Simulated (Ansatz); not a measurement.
# EuBi (zincblende): how the settings move a single-point run

How sensitive is a single-point run of EuBi (zincblende) to its settings? A reference run comes first, then three runs with altered input.

Program: Ansatz 0.2.0. Level of theory: reference: DFT PBE, scalar-relativistic, plane waves, PAW. These are calculated values, not measurements.

2 further runs of the same task are left out: 1 for a known fault of the program, 1 that didn't finish.

### Step 1. The starting structure

Symmetry: F-43m, No. 216, cubic system. Conventional cell: a = 7.422 Å, b = 7.422 Å, c = 7.422 Å, α = 90.00°, β = 90.00°, γ = 90.00°. Eu (site symmetry -43m) is surrounded by 4 Bi at 3.21 Å. Around Bi (site symmetry -43m) lie 4 Eu at 3.21 Å.

As a file:

```
Eu Bi
1.0
     0.00000    3.71093    3.71093
     3.71093    0.00000    3.71093
     3.71093    3.71093    0.00000
Eu Bi
1 1
Direct
  0.00000 0.00000 0.00000
  0.25000 0.25000 0.25000
```

### Step 2. Reference

File input.yaml:

```yaml
crystal:
  lattice:
    - [0.0, 3.7109348306, 3.7109348306]
    - [3.7109348306, 0.0, 3.7109348306]
    - [3.7109348306, 3.7109348306, 0.0]
  atoms:
    - { symbol: Eu, position: [0.0, 0.0, 0.0], spin: 7.28 }
    - { symbol: Bi, position: [0.25, 0.25, 0.25] }
basis:
  ecutwfc: 420
  ecutrho_ratio: 4
kpoints:
  mp_grid: { grid: [8, 8, 8] }
hamiltonian:
  xc: pbe
scf:
  occupations: { method: gaussian, width: 0.05 }
output:
  forces: true
  stress: true
  eigenvalues: true
  populations: true
magnetization:
  spin_polarized: true
```

Run with:

```
ansatz run input.yaml --threads 2 --pin off --max-ram 2662MiB --backend cpu --events-out ev --progress --plain --runs-dir out
```

### Step 3. Variant: mp_grid.grid [10, 10, 10], occupations.width 0.001

File input.yaml:

```yaml
crystal:
  lattice:
    - [0.0, 3.7109348306, 3.7109348306]
    - [3.7109348306, 0.0, 3.7109348306]
    - [3.7109348306, 3.7109348306, 0.0]
  atoms:
    - { symbol: Eu, position: [0.0, 0.0, 0.0], spin: 6.0 }
    - { symbol: Bi, position: [0.25, 0.25, 0.25] }
basis:
  ecutwfc: 420
  ecutrho_ratio: 4
kpoints:
  mp_grid: { grid: [10, 10, 10] }
hamiltonian:
  xc: pbe
scf:
  occupations: { method: gaussian, width: 0.001 }
output:
  forces: true
  stress: true
magnetization:
  spin_polarized: true
```

### Step 4. Variant: hubbard.sites [{species: Eu, l: f, u_eff: 1.0}], hubbard.double_counting fll

Changes to input.yaml since step 2:

```diff
@@ -6,3 +6,3 @@
   atoms:
-    - { symbol: Eu, position: [0.0, 0.0, 0.0], spin: 7.28 }
+    - { symbol: Eu, position: [0.0, 0.0, 0.0], spin: 6.0 }
     - { symbol: Bi, position: [0.25, 0.25, 0.25] }
@@ -15,2 +15,3 @@
   xc: pbe
+  hubbard: { sites: [{ species: Eu, l: f, u_eff: 1.0 }], double_counting: fll }
 scf:
@@ -20,4 +21,2 @@
   stress: true
-  eigenvalues: true
-  populations: true
 magnetization:
```

### Step 5. Variant: ecutwfc 250 eV, accuracy medium

Changes to input.yaml since step 2:

```diff
@@ -6,6 +6,6 @@
   atoms:
-    - { symbol: Eu, position: [0.0, 0.0, 0.0], spin: 7.28 }
+    - { symbol: Eu, position: [0.0, 0.0, 0.0], spin: 6.0 }
     - { symbol: Bi, position: [0.25, 0.25, 0.25] }
 basis:
-  ecutwfc: 420
+  ecutwfc: "250 eV"
   ecutrho_ratio: 4
@@ -20,5 +20,4 @@
   stress: true
-  eigenvalues: true
-  populations: true
 magnetization:
   spin_polarized: true
+accuracy: medium
```

Q: Predict the outcome of this session. Wanted: for each run, ending; energy change; pressure; gap; abs. moment; force.

The runs gave:

```csv
run,ending,energy change,pressure (GPa),gap (eV),abs. moment (μB),force (eV/Å),cycles,time
reference,converged,0,0.0,0.00,7.31,0.00,15,11 s
"1: mp_grid.grid [10, 10, 10], occupations.width 0.001",converged,-0.2 meV/atom (σ→0),0.0,0.00,7.31,0.00,13,16 s
"2: hubbard.sites [{species: Eu, l: f, u_eff: 1.0}], hubbard.double_counting fll",converged,+63.8 meV/atom (U changed: no physical gain or loss),0.3,0.00,7.42,0.00,76,61 s
"3: ecutwfc 250 eV, accuracy medium",converged,+1.25 eV/atom,0.3,0.00,7.41,0.00,14,5.2 s
```

Residual by cycle in the longest SCF loop of each run; runs are numbered as in the table. The quantity is the density residual dr2, in eV.

```csv
cycle,reference,run 1,run 2,run 3
1,0.926,0.937,3.56,0.904
8,4.1e-4,1.2e-5,0.773,6.9e-4
15,4.2e-9,-,0.0274,-
21,-,-,0.0023,-
28,-,-,0.00156,-
35,-,-,7.1e-4,-
42,-,-,0.00157,-
49,-,-,0.00137,-
56,-,-,0.00106,-
62,-,-,0.00139,-
69,-,-,0.00141,-
76,-,-,1.6e-8,-
```

**Reading.** Run 3 ran under the cutoff that the potentials recommend, as the log warns, so basis error is mixed into its values. A changed U is a change of model: its shifts are not errors of convergence. Of the variants the dearest is «hubbard.sites [{species: Eu, l: f, u_eff: 1.0}], hubbard.double_counting fll» (61 s), the cheapest «ecutwfc 250 eV, accuracy medium» (5.2 s), on a shared host.
